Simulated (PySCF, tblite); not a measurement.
# C8H6Cl radical: geometry, infrared bands and EPR parameters

Wanted: the infrared bands and EPR parameters of C8H6Cl radical (`C#C[C@H]1[CH]C=CC(Cl)=C1`), by calculation.

Computed with tblite 0.8.0 and PySCF 2.14.0, with density-fitted response routines of our own, on a single molecule in the gas phase. Atoms count from 0, in the outputs and in this text.

## 1. The molecule as given

15 atoms, charge 0, multiplicity 2; geometry from: force field or distance geometry start.

Bonds of the start (Å): C0–C1 1.20, C1–C2 1.47, C2–C3 1.52, C3–C4 1.43, C4–C5 1.34, C5–C6 1.45, C6–Cl7 1.73, C6–C8 1.35, C8–C2 1.51, C0–H9 1.08, C2–H10 1.09, C3–H11 1.09, C4–H12 1.08, C5–H13 1.09, C8–H14 1.09.

## 2. Geometry optimisation with GFN2-xTB

What the job is given:

```
{"job": {"kind": "relax", "xc": "GFN2-xTB", "basis": "xTB"}, "charge": 0, "multiplicity": 2}
C     -1.528700    -0.962900     2.525200
C     -0.719000    -0.866900     1.645300
C      0.308500    -0.769500     0.593200
C     -0.345300    -1.079400    -0.741800
C     -0.325800    -0.129300    -1.803800
C      0.259300     1.067000    -1.661300
C      0.900900     1.446000    -0.419700
Cl     1.642200     3.003200    -0.313300
C      0.927600     0.603400     0.634300
H     -2.274300    -1.034800     3.300700
H      1.087100    -1.506200     0.768500
H     -0.812200    -2.056600    -0.891200
H     -0.806400    -0.397400    -2.738300
H      0.274700     1.781300    -2.479200
H      1.407000     0.910200     1.559700
```

The run is started by

```console
$ OMP_NUM_THREADS=1 python probes_run.py task.json out
```

One launch serves the whole session: the jobs run in the order shown.

The program printed:

```text
step      E/eV     max force
  0    -669.06647    3.797
  1    -669.24828    1.015
  2    -669.26304    1.800
  3    -669.27453    0.909
  4    -669.28704    0.336
  5    -669.29213    0.157
  6    -669.29620    0.158
  7    -669.29718    0.086
  8    -669.29801    0.071
  9    -669.29861    0.071
 10    -669.29901    0.045
 11    -669.29917    0.028
 12    -669.29925    0.024
 13    -669.29933    0.024
 14    -669.29941    0.025
 15    -669.29946    0.017
 16    -669.29949    0.014
 17    -669.29952    0.013
 18    -669.29955    0.019
 19    -669.29958    0.018
 20    -669.29960    0.010
 21    -669.29961    0.009
```

It took 0.13 s on 1 thread of Arm Neoverse V2, shared host.

Step by step:

| step | energy from step 0 (eV) | largest force (eV/Å) |
| --- | --- | --- |
| 0 | 0.0000 | 3.7967 |
| 1 | -0.1818 | 1.0148 |
| 2 | -0.1966 | 1.8004 |
| 3 | -0.2081 | 0.9091 |
| 4 | -0.2206 | 0.3360 |
| 5 | -0.2257 | 0.1567 |
| 6 | -0.2297 | 0.1579 |
| 7 | -0.2307 | 0.0859 |
| 8 | -0.2315 | 0.0708 |
| 9 | -0.2321 | 0.0706 |
| 10 | -0.2325 | 0.0447 |
| 11 | -0.2327 | 0.0285 |
| 12 | -0.2328 | 0.0239 |
| 13 | -0.2329 | 0.0242 |
| 14 | -0.2329 | 0.0255 |
| 15 | -0.2330 | 0.0167 |
| 16 | -0.2330 | 0.0142 |
| 17 | -0.2331 | 0.0132 |
| 18 | -0.2331 | 0.0192 |
| 19 | -0.2331 | 0.0183 |
| 20 | -0.2331 | 0.0100 |
| 21 | -0.2331 | 0.0085 |

Close pairs (by a distance rule), those that changed most:

| bond | before (Å) | after (Å) | change (Å) |
| --- | --- | --- | --- |
| C3–C4 | 1.425 | 1.355 | -0.070 |
| C4–C5 | 1.339 | 1.403 | +0.064 |
| C5–C6 | 1.448 | 1.403 | -0.045 |
| C0–H9 | 1.078 | 1.049 | -0.029 |
| C2–C3 | 1.518 | 1.496 | -0.022 |
| C2–H10 | 1.086 | 1.106 | +0.020 |
| C3–H11 | 1.093 | 1.079 | -0.014 |
| C5–H13 | 1.086 | 1.076 | -0.010 |

The end geometry stands in the next job.

## 3. Infrared spectrum with GFN2-xTB

What the job is given:

```
{"job": {"kind": "ir", "xc": "GFN2-xTB", "basis": "xTB"}, "charge": 0, "multiplicity": 2}
C     -1.524562    -0.957333     2.502518
C     -0.702503    -0.877906     1.637492
C      0.292432    -0.756444     0.569803
C     -0.335686    -1.057037    -0.754393
C     -0.328686    -0.164921    -1.774690
C      0.276766     1.095445    -1.653525
C      0.890399     1.436795    -0.438800
Cl     1.635261     3.000045    -0.311084
C      0.925267     0.599758     0.627030
H     -2.240604    -1.033190     3.265675
H      1.061108    -1.521323     0.789844
H     -0.812991    -2.019825    -0.853519
H     -0.799255    -0.420942    -2.712916
H      0.269536     1.794810    -2.471449
H      1.389105     0.890057     1.556104
```

The program printed:

```text
mode    cm-1     km/mol
  1      57.4      0.07
  2      96.2      0.08
  3     175.3      0.18
  4     240.6      0.20
  5     264.4      0.10
  6     355.6      1.99
  7     372.6      0.68
  8     414.4      0.93
  9     458.1      2.02
 10     516.7      0.76
 11     582.3      8.95
 12     640.4     10.68
 13     659.9     13.05
 14     676.4     18.84
 15     711.4     23.67
 16     758.0      1.45
 17     789.6      1.27
 18     878.9      8.38
 19     914.1      3.05
 20     920.2     12.13
 21    1032.9      5.41
 22    1053.2      7.90
 23    1082.6     11.36
 24    1129.9      4.94
 25    1163.1      2.56
 26    1178.7      4.54
 27    1247.0      0.88
 28    1264.1      0.67
 29    1355.0     14.73
 30    1374.8     14.03
 31    1495.2     32.45
 32    1579.5      6.72
 33    2284.5     13.79
 34    2767.8     23.88
 35    3077.0     20.46
 36    3095.0     34.40
 37    3104.9      8.81
 38    3127.4      8.49
 39    3391.5      6.82
```

Wall time 0.45 s (1 thread of Arm Neoverse V2, shared host).

Which atoms move in the most intense modes:

| cm⁻¹ | km/mol | atoms |
| --- | --- | --- |
| 676 | 18.8 | H9 23 %, H11 11 %, H13 10 % |
| 711 | 23.7 | H13 26 %, H11 13 %, C3 12 %, C5 10 % |
| 1355 | 14.7 | C5 24 %, C6 24 %, H12 14 %, C3 14 % |
| 1375 | 14.0 | C4 35 %, C5 25 %, H12 11 % |
| 1495 | 32.5 | C8 29 %, C6 20 %, C3 18 %, C4 10 % |
| 2768 | 23.9 | H10 93 % |
| 3077 | 20.5 | H12 80 %, H11 12 % |
| 3095 | 34.4 | H11 80 %, H12 11 % |

## 4. g tensor and hyperfine couplings: B3LYP/pcH-1

Same as in step 3 but for these lines:

```diff
@@ -1,2 +1,2 @@
-{"job": {"kind": "ir", "xc": "GFN2-xTB", "basis": "xTB"}, "charge": 0, "multiplicity": 2}
+{"job": {"kind": "epr", "basis": "pcH-1"}, "charge": 0, "multiplicity": 2}
 C     -1.524562    -0.957333     2.502518
```

With the program's defaults for keys left out, this is: UKS B3LYP, pcH-1 on C Cl H, non-relativistic, mean-field spin-orbit, GIAO.

The program printed:

```text
UKS, coarse grid
  cycle   1  E = -768.49475241  |g| = 3.42e-01
  cycle   2  E = -768.49479711  |g| = 3.35e-01
  cycle   3  E = -768.54733799  |g| = 8.99e-02
  cycle   4  E = -768.54985795  |g| = 6.01e-02
  cycle   5  E = -768.55160206  |g| = 1.87e-02
  cycle   6  E = -768.55180777  |g| = 7.52e-03
  cycle   7  E = -768.55187764  |g| = 4.24e-03
  cycle   8  E = -768.55189906  |g| = 2.15e-03
  cycle   9  E = -768.55190406  |g| = 1.12e-03
  cycle  10  E = -768.55190545  |g| = 2.48e-04
UKS, final grid
  cycle   1  E = -768.55187965  |g| = 2.90e-04
  cycle   2  E = -768.55187961  |g| = 4.44e-04
  cycle   3  E = -768.55187970  |g| = 6.02e-05
  cycle   4  E = -768.55187971  |g| = 3.73e-05
  cycle   5  E = -768.55187971  |g| = 1.78e-05
E = -768.55187971 Eh   <S^2> = 0.7879 (exact 0.7500)
g shifts (ppm)      1          2          3
  rmc          -145       -145       -145
  gc             23          7         27
  oz_so         -66         45        200
  total        -189        -94         81
hyperfine (MHz)  atom isotope    a_iso     a_fc   dipolar eigenvalues
    0   13C       4.63       4.63     -1.25     -0.71      1.96
    1   13C     102.71     102.72     -3.22     -3.16      6.38
    2   13C     -29.77     -29.78     -0.82     -0.30      1.12
    3   13C      40.00      40.04    -35.47    -33.33     68.80
    4   13C     -37.48     -37.51    -24.26     10.35     13.91
    5   13C      50.01      50.08    -45.53    -43.18     88.71
    6   13C     -44.30     -44.23    -25.77     11.33     14.44
    7  35Cl      -1.40      -1.45     -6.24      1.69      4.55
    8   13C      39.58      39.63    -35.27    -33.16     68.43
    9    1H       1.68       1.68     -0.79     -0.64      1.43
   10    1H     143.58     143.58     -3.76     -0.61      4.37
   11    1H     -29.03     -29.03    -16.64     -1.35     17.98
   12    1H      10.14      10.14     -4.05     -1.09      5.14
   13    1H     -37.79     -37.79    -22.12     -0.10     22.23
   14    1H     -28.86     -28.87    -16.54     -1.29     17.83
```

Run time: 89 s. Hardware: 1 thread of Arm Neoverse V2, shared host; peak memory 1 GiB.

Principal g values 2.00213, 2.00223, 2.00240; g(iso) = 2.00225, against 2.00232 for a free electron.

Hyperfine couplings, nucleus by nucleus at this fixed geometry (no averaging over rotations):

| nuclei | isotope | a(iso) (MHz) | a(iso) (G, at g = 2.0023) | largest dipolar term (MHz) |
| --- | --- | --- | --- | --- |
| H10 | 1H | 143.6 | 51.2 | 4.4 |
| C1 | 13C | 102.7 | 36.7 | 6.4 |
| C5 | 13C | 50.0 | 17.8 | 88.7 |
| C6 | 13C | -44.3 | -15.8 | -25.8 |
| C3 | 13C | 40.0 | 14.3 | 68.8 |
| C8 | 13C | 39.6 | 14.1 | 68.4 |
| H13 | 1H | -37.8 | -13.5 | 22.2 |
| C4 | 13C | -37.5 | -13.4 | -24.3 |
| C2 | 13C | -29.8 | -10.6 | 1.1 |
| H11 | 1H | -29.0 | -10.4 | 18.0 |
| H14 | 1H | -28.9 | -10.3 | 17.8 |
| H12 | 1H | 10.1 | 3.6 | 5.1 |
| C0 | 13C | 4.6 | 1.7 | 2.0 |
| H9 | 1H | 1.7 | 0.6 | 1.4 |

Mulliken spin populations:

C0 -0.01; C1 0.04; C2 -0.07; C3 0.45; C4 -0.21; C5 0.58; C6 -0.20; Cl7 -0.01; C8 0.44; H9 0.00; H10 0.06; H11 -0.02; H12 0.01; H13 -0.03; H14 -0.02

In first order the couplings over 0.8 MHz of 1H, 35Cl give 232 distinct lines over 91.1 G.

The fields below are evaluated on a grid from the run's orbitals.

ELF in a plane through or near 6 of the atoms.

Ten even steps from ' ' (0.00) to '@' (1.00):
```
                                                        
                  ....                                  
              ..::====--                                
            ::++##%%%%##..                              
          ::**%%**--%%##    ==**..                      
          --%%@@::==**++  ::%%%%::                      
          --##%%####%%==--++%%##    ..----::            
            ..::::++::--@@**++==  ::++****==..          
                  **----%%****==::++##%%##++::..        
            ++##****%%**..::++==%%::::%%##**==..        
          ::%%@@%%::--++  ..++++##==--%%##**--..        
          ..==++==##%%++##******..--**##**++::          
                  ==--%%%%**==++..  ::++==--..          
                ::%%@@##++++##%%++    ....              
                ##@@@@@@....##@@@@::                    
                **@@@@%%    ++%%##..                    
                  ++++::      ..                        
                                                        
                                                        
                                                        
```
The map spans 12.9 Å across and 10.2 Å up, centred on the molecule. Atoms in the plane (x, y in Å): C1 (2.0, 0.1), C4 (-1.2, -1.3), C5 (-2.0, -0.2), C6 (-1.4, 1.1), Cl7 (-2.3, 2.5), H12 (-1.7, -2.3).

On the surface of density 0.002 e/bohr³ the electrostatic potential runs, from the 1st to the 99th percentile, from -0.76 V near C0 to 1.31 V near H9.

The spin density lies nearest to C5 25 %; C3, C8 about 20 % each; C4, C6 about 7 % each (beta excess).

## 5. What came out

| quantity | value |
| --- | --- |
| strongest single infrared mode (GFN2-xTB) | 3095 cm⁻¹, 34 km/mol |
| zero-point energy (GFN2-xTB) | 66.2 kcal/mol |
| g(iso) (B3LYP) | 2.00225 |
| ⟨S²⟩ | 0.788 (exact 0.75) |
| largest a(iso) | 1H on H10, 143.6 MHz |
| surface potential, 1st and 99th percentile | -0.76 V and 1.31 V |

What this shows: Over 21 steps the energy fell by 0.233 eV; of the close pairs, C3–C4 changed most, 1.425 to 1.355 Å. All 39 modes are real, so the xTB geometry is a minimum. The strongest single mode, at 3095 cm⁻¹, moves mainly H11. GFN2-xTB is a fitted tight-binding method: band positions and strengths are rough. Its intensities can rank the bands wrongly. The largest spin populations lie on C5 (0.58 e), C3 (0.45 e), C8 (0.44 e). The isotropic g lies 0.1 ppt below the free-electron value.
